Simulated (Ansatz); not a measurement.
# CH8N2SSi: two geometries relaxed, part 1 of 2

Aim: relax the geometries before and after the rotation by 120° about the Si2–N3 bond, and see whether they are two minima and how far apart in energy. SMILES of the start: C[Si](N)(N)S.

Program: Ansatz 0.2.0. Level of theory: RKS PBE0-D4/def2-SVP. These are calculated values, not measurements.

### 1 The structure to begin with

Bond lengths: C1–Si2 1.769 Å, Si2–N3 1.645 Å, Si2–N4 1.685 Å, Si2–S5 2.110 Å, C1–H6 1.143 Å, C1–H7 1.059 Å, C1–H8 1.123 Å, N3–H9 1.014 Å, N3–H10 1.041 Å, N4–H11 1.039 Å, N4–H12 1.046 Å, S5–H13 1.379 Å. Angles (14 of 19 angles, heavy atoms first): C1–Si2–N3 114.1°, C1–Si2–N4 117.4°, C1–Si2–S5 115.1°, N3–Si2–N4 95.0°, N3–Si2–S5 107.4°, N4–Si2–S5 105.8°, Si2–C1–H6 112.7°, Si2–C1–H7 115.4°, Si2–C1–H8 110.5°, Si2–N3–H9 108.6°, Si2–N3–H10 111.4°, Si2–N4–H11 106.5°, Si2–N4–H12 106.0°, Si2–S5–H13 97.0°.

As a file:

```xyz
13

C    -1.5003    0.0668    0.4765
Si    0.1619    0.0330   -0.1285
N     1.2947   -0.2233    1.0370
N     0.6178   -1.2880   -1.0697
S     0.7525    1.7418   -1.2154
H    -1.7129    0.9797    1.1312
H    -1.8015   -0.7864    1.0259
H    -2.2233    0.2270   -0.3672
H     2.0658   -0.7418    0.6302
H     1.7676    0.6631    1.3086
H     0.0369   -1.2516   -1.9303
H     0.2419   -2.1337   -0.5817
H     0.3192    2.6788   -0.3018
```

### 2 End point A

The input, input.yaml:

```yaml
crystal:
  periodic: [false, false, false]
  atoms:
    - { symbol: C, position_ang: [-1.5003, 0.0668, 0.4765] }
    - { symbol: Si, position_ang: [0.1619, 0.033, -0.1285] }
    - { symbol: "N", position_ang: [1.2947, -0.2233, 1.037] }
    - { symbol: "N", position_ang: [0.6178, -1.288, -1.0697] }
    - { symbol: S, position_ang: [0.7525, 1.7418, -1.2154] }
    - { symbol: H, position_ang: [-1.7129, 0.9797, 1.1312] }
    - { symbol: H, position_ang: [-1.8015, -0.7864, 1.0259] }
    - { symbol: H, position_ang: [-2.2233, 0.227, -0.3672] }
    - { symbol: H, position_ang: [2.0658, -0.7418, 0.6302] }
    - { symbol: H, position_ang: [1.7676, 0.6631, 1.3086] }
    - { symbol: H, position_ang: [0.0369, -1.2516, -1.9303] }
    - { symbol: H, position_ang: [0.2419, -2.1337, -0.5817] }
    - { symbol: H, position_ang: [0.3192, 2.6788, -0.3018] }
basis:
  gaussian: { orbitals: def2-SVP }
hamiltonian:
  xc: pbe0
  dispersion: d4
relax:
  f_tol: 0.015
  max_steps: 40
output:
  orbitals: {}
```

Command:

```
> ansatz run input.yaml --threads 2 --pin off --max-ram 3072MiB --backend cpu --events-out ev --progress --plain --runs-dir out
```

What it wrote:

```text
Warning: RAYON_NUM_THREADS=2 ignored (pool sized by the plan → 2); use --threads N
The last accepted step is kept in <dir> (removed where the run ends without a failure and the disk answers)
Engine: ansatz 0.2.0, aarch64-unknown-linux-gnu
Functional definition: PBE0
  parameter a = 0.25
  parameter kappa = 0.804
  parameter beta = 0.06672455060314922
  exchange = (1 - a)*pbe_x(kappa = kappa, mu = beta*pi^2/3) + a*exact_x
  correlation = pbe_c(beta = beta)
1266 factors; integrals over basis functions are off by at most 3.3e-4 eV
mean field evaluation 1: about -22829.2794 eV, gradient 7.6e1 eV
mean field evaluation 2: about -22821.0155 eV, gradient 9.5e1 eV
mean field evaluation 4: about -22841.4314 eV, gradient 3.2e0 eV
mean field evaluation 8: about -22841.4716 eV, gradient 1.6e-1 eV
mean field evaluation 16: about -22841.4717 eV, gradient 4.4e-5 eV
mean field -22841.47170233 eV, -839.4086025552 hartree, gradient 4.4e-5 eV, S^2 0.000000; 0 other end points of the search recorded, 0 dependent functions left out
the calculation of the forces begins
reference -22841.47173059 eV, -839.4086035936 hartree; 29, 29 occupied and 89, 89 virtual orbitals, 1266 factors
relax step   1: F+E_penalty+E_count = -22841.75515077 eV  Δ(F+E_penalty+E_count) = +0.000e0 eV  max|allowed force component| = 3.370e0 eV/Å  Δτ_max = 0.0000 Å  (27 SCF iters, accepted)
these checks for a lower state are left out or cut short: starts, cluster_reference, orbital_swaps, neighbouring_geometries, increment
1266 factors; integrals over basis functions are off by at most 3.5e-4 eV
mean field -22842.24588810 eV, -839.4370533573 hartree, gradient 7.7e-6 eV, S^2 0.000000; 0 other end points of the search recorded, 0 dependent functions left out
the calculation of the forces begins
reference -22842.24591642 eV, -839.4370543980 hartree; 29, 29 occupied and 89, 89 virtual orbitals, 1266 factors
relax step   2: F+E_penalty+E_count = -22842.52470100 eV  Δ(F+E_penalty+E_count) = -7.696e-1 eV  max|allowed force component| = 1.278e0 eV/Å  Δτ_max = 0.1949 Å  (29 SCF iters, accepted)
these checks for a lower state are left out or cut short: starts, cluster_reference, orbital_swaps, neighbouring_geometries, increment
1266 factors; integrals over basis functions are off by at most 3.4e-4 eV
mean field -22842.42532727 eV, -839.4436476253 hartree, gradient 1.6e-5 eV, S^2 0.000000; 0 other end points of the search recorded, 0 dependent functions left out
the calculation of the forces begins
reference -22842.42535559 eV, -839.4436486660 hartree; 29, 29 occupied and 89, 89 virtual orbitals, 1266 factors
relax step   3: F+E_penalty+E_count = -22842.70097208 eV  Δ(F+E_penalty+E_count) = -1.763e-1 eV  max|allowed force component| = 5.668e-1 eV/Å  Δτ_max = 0.1941 Å  (29 SCF iters, accepted)
these checks for a lower state are left out or cut short: starts, cluster_reference, orbital_swaps, neighbouring_geometries, increment
1266 factors; integrals over basis functions are off by at most 3.1e-4 eV
mean field evaluation 32: about -22842.1800 eV, gradient 9.6e0 eV
mean field -22842.51565848 eV, -839.4469672360 hartree, gradient 7.8e-6 eV, S^2 0.000000; 0 other end points of the search recorded, 0 dependent functions left out
the calculation of the forces begins
reference -22842.51568656 eV, -839.4469682678 hartree; 29, 29 occupied and 89, 89 virtual orbitals, 1266 factors
relax step   4: F+E_penalty+E_count = -22842.79196502 eV  Δ(F+E_penalty+E_count) = -9.099e-2 eV  max|allowed force component| = 2.157e-1 eV/Å  Δτ_max = 0.2000 Å  (28 SCF iters, accepted)
these checks for a lower state are left out or cut short: starts, cluster_reference, orbital_swaps, neighbouring_geometries, increment
1266 factors; integrals over basis functions are off by at most 3.0e-4 eV
mean field -22842.55685622 eV, -839.4484812248 hartree, gradient 9.6e-6 eV, S^2 0.000000; 0 other end points of the search recorded, 0 dependent functions left out
the calculation of the forces begins
reference -22842.55688430 eV, -839.4484822567 hartree; 29, 29 occupied and 89, 89 virtual orbitals, 1266 factors
relax step   5: F+E_penalty+E_count = -22842.83274617 eV  Δ(F+E_penalty+E_count) = -4.078e-2 eV  max|allowed force component| = 2.605e-1 eV/Å  Δτ_max = 0.2000 Å  (27 SCF iters, accepted)
these checks for a lower state are left out or cut short: starts, cluster_reference, orbital_swaps, neighbouring_geometries, increment
1266 factors; integrals over basis functions are off by at most 3.0e-4 eV
mean field -22842.58267950 eV, -839.4494302130 hartree, gradient 2.5e-5 eV, S^2 0.000000; 0 other end points of the search recorded, 0 dependent functions left out
the calculation of the forces begins
reference -22842.58270761 eV, -839.4494312462 hartree; 29, 29 occupied and 89, 89 virtual orbitals, 1266 factors
relax step   6: F+E_penalty+E_count = -22842.85854070 eV  Δ(F+E_penalty+E_count) = -2.579e-2 eV  max|allowed force component| = 2.532e-1 eV/Å  Δτ_max = 0.1999 Å  (28 SCF iters, accepted)
these checks for a lower state are left out or cut short: starts, cluster_reference, orbital_swaps, neighbouring_geometries, increment
1266 factors; integrals over basis functions are off by at most 3.1e-4 eV
mean field -22842.57446530 eV, -839.4491283468 hartree, gradient 2.5e-5 eV, S^2 0.000000; 0 other end points of the search recorded, 0 dependent functions left out
the calculation of the forces begins
reference -22842.57449336 eV, -839.4491293780 hartree; 29, 29 occupied and 89, 89 virtual orbitals, 1266 factors
relax step   7: F+E_penalty+E_count = -22842.85033845 eV  Δ(F+E_penalty+E_count) = +8.202e-3 eV  max|allowed force component| = 2.430e-1 eV/Å  Δτ_max = 0.2000 Å  (26 SCF iters, rejected (line search))
these checks for a lower state are left out or cut short: starts, cluster_reference, orbital_swaps, neighbouring_geometries, increment
1266 factors; integrals over basis functions are off by at most 3.0e-4 eV
mean field evaluation 64: about -22842.5900 eV, gradient 1.1e-4 eV
mean field -22842.59001391 eV, -839.4496997475 hartree, gradient 1.2e-5 eV, S^2 0.000000; 0 other end points of the search recorded, 0 dependent functions left out
the calculation of the forces begins
reference -22842.59004192 eV, -839.4497007770 hartree; 29, 29 occupied and 89, 89 virtual orbitals, 1266 factors
relax step   8: F+E_penalty+E_count = -22842.86630744 eV  Δ(F+E_penalty+E_count) = -7.767e-3 eV  max|allowed force component| = 1.061e-1 eV/Å  Δτ_max = 0.1000 Å  (28 SCF iters, accepted)
these checks for a lower state are left out or cut short: starts, cluster_reference, orbital_swaps, neighbouring_geometries, increment
1266 factors; integrals over basis functions are off by at most 3.0e-4 eV
mean field -22842.59107433 eV, -839.4497387173 hartree, gradient 8.1e-5 eV, S^2 0.000000; 0 other end points of the search recorded, 0 dependent functions left out
the calculation of the forces begins
reference -22842.59110231 eV, -839.4497397456 hartree; 29, 29 occupied and 89, 89 virtual orbitals, 1266 factors
relax step   9: F+E_penalty+E_count = -22842.86716911 eV  Δ(F+E_penalty+E_count) = -8.617e-4 eV  max|allowed force component| = 1.336e-2 eV/Å  Δτ_max = 0.0325 Å  (25 SCF iters, accepted)
1266 factors; integrals over basis functions are off by at most 3.0e-4 eV
mean field -22842.59107433 eV, -839.4497387173 hartree, gradient 8.1e-5 eV, S^2 0.000000; 1 other end points of the search recorded, 0 dependent functions left out
the calculation of the forces begins
reference -22842.59110231 eV, -839.4497397456 hartree; 29, 29 occupied and 89, 89 virtual orbitals, 1266 factors
Total energy: -22842.86719709 eV, -839.4598860417 hartree
Atom 0 at    -1.418117     0.280122     0.610680 Å, force    -0.007192    -0.012945     0.001515 eV/Å
Atom 1 at     0.250060    -0.015877    -0.190330 Å, force    -0.004882     0.001625    -0.007865 eV/Å
Atom 2 at     1.352650    -0.339327     1.096444 Å, force     0.005367    -0.003098     0.004403 eV/Å
Atom 3 at     0.425140    -1.331959    -1.281244 Å, force     0.006815     0.013361    -0.011396 eV/Å
Atom 4 at     0.651308     1.684134    -1.482829 Å, force    -0.002416    -0.005628     0.005621 eV/Å
Atom 5 at    -1.408069     1.163734     1.269181 Å, force     0.002782     0.005174     0.002044 eV/Å
Atom 6 at    -1.705209    -0.591818     1.219482 Å, force    -0.012102    -0.000077     0.005639 eV/Å
Atom 7 at    -2.193085     0.438638    -0.154438 Å, force     0.003530    -0.001180     0.006811 eV/Å
Atom 8 at     2.337392    -0.447150     0.877194 Å, force     0.001640    -0.007511    -0.001817 eV/Å
Atom 9 at     1.236725     0.144510     1.979517 Å, force    -0.003713     0.010192     0.004955 eV/Å
Atom 10 at     0.085764    -1.286678    -2.233320 Å, force    -0.003288     0.001184     0.002609 eV/Å
Atom 11 at     0.501711    -2.280232    -0.934208 Å, force     0.004485     0.005627    -0.001049 eV/Å
Atom 12 at    -0.095971     2.547304    -0.761329 Å, force     0.008977    -0.006723    -0.011471 eV/Å
Dipole moment:    -0.129636    -0.202751     0.315753 e Å
```

It took 40 s on 2 threads of Arm Neoverse V1, shared host; peak memory 0.29 GiB.

The steps of the relaxation:

| step | energy from step 1 (eV) | largest force component (eV/Å) |
| --- | --- | --- |
| 1 | 0.0000 | 3.3696 |
| 2 | -0.7695 | 1.2775 |
| 3 | -0.9458 | 0.5668 |
| 4 | -1.0368 | 0.2157 |
| 5 | -1.0776 | 0.2605 |
| 6 | -1.1034 | 0.2532 |
| 7x | -1.0952 | 0.2430 |
| 8 | -1.1112 | 0.1061 |
| 9 | -1.1120 | 0.0134 |

Step 1 is the start. 1 step was tried and not accepted (marked x).

After: Bond lengths: C1–Si2 1.874 Å, Si2–N3 1.725 Å, Si2–N4 1.718 Å, Si2–S5 2.173 Å, C1–H6 1.102 Å, C1–H7 1.102 Å, C1–H8 1.101 Å, N3–H9 1.015 Å, N3–H10 1.014 Å, N4–H11 1.012 Å, N4–H12 1.013 Å, S5–H13 1.351 Å. Angles (14 of 19 angles, heavy atoms first): C1–Si2–N3 106.2°, C1–Si2–N4 118.9°, C1–Si2–S5 107.2°, N3–Si2–N4 105.4°, N3–Si2–S5 118.2°, N4–Si2–S5 101.7°, Si2–C1–H6 112.0°, Si2–C1–H7 110.1°, Si2–C1–H8 110.6°, Si2–N3–H9 118.6°, Si2–N3–H10 119.2°, Si2–N4–H11 121.9°, Si2–N4–H12 120.5°, Si2–S5–H13 94.6°.

(Continued in part 2 of 2.)
